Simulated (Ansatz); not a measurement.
# C4H4Sn: up Jacob's ladder to CCSD(T)

One table from this session's results is given with a row withheld; the runs are named, their logs left out.

The runs use Ansatz 0.2.0, Gaussian basis; functionals in def2-TZVPP, the program's frozen cores in correlated methods.

Plan: LDA (SPW92), PBE-D4, revPBE-D4, BLYP-D4, r2SCAN-D4, B97M-V, PBE0-D4, B3LYP-D4, r2SCANh-D4, r2SCAN0-D4, HSE06-D4, BHLYP-D4, CAM-B3LYP-D4, LC-ωPBE, ωB97X-V, ωB97M-V, B2PLYP, PBE-QIDH; CCSD(T)/def2-SVP; CCSD(T)/def2-TZVPP; MP2/def2-QZVPP; extrapolation to the limit; RPA on PBE.

## The relaxed structure

All runs share one geometry, relaxed beforehand with PBE0-D4 in a triple-zeta def2 set. Sn takes the def2 core potential; no spin-orbit term is included.

SMILES `C#[C][SnH2][C]#C`, 9 atoms, charge 0, spin multiplicity 1.

Atoms are counted from 1 here; the program's logs count them from 0.

Bond lengths: C1–C2 1.206 Å, C1–H6 1.066 Å, C2–Sn3 2.077 Å, Sn3–C4 2.077 Å, Sn3–H7 1.698 Å, Sn3–H8 1.698 Å, C4–C5 1.206 Å, C5–H9 1.066 Å. Angles: C2–C1–H6 179.6°, C1–C2–Sn3 178.9°, C2–Sn3–C4 107.6°, C2–Sn3–H7 109.1°, C2–Sn3–H8 109.1°, C4–Sn3–H7 109.1°, C4–Sn3–H8 109.1°, H7–Sn3–H8 112.8°, Sn3–C4–C5 178.9°, C4–C5–H9 179.7°.

Set-up of the first run:

in.yaml reads:

```yaml
crystal:
  periodic: [false, false, false]
  atoms:
    - {symbol: C, position_ang: [1.778880, 2.162188, 0.086329]}
    - {symbol: C, position_ang: [1.316410, 1.049399, 0.129489]}
    - {symbol: Sn, position_ang: [0.556434, -0.881384, 0.212962]}
    - {symbol: C, position_ang: [-1.474925, -0.774603, -0.205006]}
    - {symbol: C, position_ang: [-2.656266, -0.734517, -0.443475]}
    - {symbol: H, position_ang: [2.181513, 3.148637, 0.046640]}
    - {symbol: H, position_ang: [1.318422, -1.829472, -0.971632]}
    - {symbol: H, position_ang: [0.768543, -1.494061, 1.782168]}
    - {symbol: H, position_ang: [-3.700511, -0.692585, -0.654575]}
basis:
  gaussian: {orbitals: def2-TZVPP}
hamiltonian: {xc: lda}
output: {orbitals: {seedname: orbitals}}
```

Launch:

```sh
$ ansatz run in.yaml --threads 4 --pin off --events-out ev --progress --plain --max-ram 10444MiB
```

Steps of the session up to this table: LDA; PBE-D4 (GGA); revPBE-D4 (GGA); BLYP-D4 (GGA); r2SCAN-D4 (meta-GGA); B97M-V (meta-GGA); B3LYP-D4 (hybrid); r2SCANh-D4 (hybrid); r2SCAN0-D4 (hybrid); HSE06-D4 (hybrid); BHLYP-D4 (hybrid); CAM-B3LYP-D4 (range-separated); LC-ωPBE (range-separated); ωB97X-V (range-separated); ωB97M-V (range-separated); B2PLYP (double hybrid); PBE-QIDH (double hybrid).

One of the session's tables, all rows but one given; the rest of the session is left out.

It belongs to the step «Orbital energies across the functionals». 

| functional | HOMO (eV) | gap (eV) |
| --- | --- | --- |
| LDA (SPW92) | -7.09 | 5.79 |
| PBE-D4 | -6.93 | 5.86 |
| revPBE-D4 | -6.87 | 5.90 |
| BLYP-D4 | -6.77 | 5.83 |
| r2SCAN-D4 | -7.17 | 6.33 |
| B97M-V | -7.17 | 6.32 |
| PBE0-D4 | ? | ? |
| B3LYP-D4 | -7.88 | 7.50 |
| r2SCANh-D4 | -7.61 | 7.10 |
| r2SCAN0-D4 | -8.28 | 8.25 |
| HSE06-D4 | -7.72 | 7.18 |
| BHLYP-D4 | -9.16 | 9.89 |
| CAM-B3LYP-D4 | -9.46 | 10.34 |
| LC-ωPBE | -10.89 | 12.86 |
| ωB97X-V | -10.48 | 12.32 |
| ωB97M-V | -10.35 | 11.85 |

Estimate the missing values for PBE0-D4.

As computed: HOMO (eV): -8.12; gap (eV): 7.96. In the column «HOMO (eV)» it lies between r2SCAN0-D4 (-8.28) and B3LYP-D4 (-7.88).
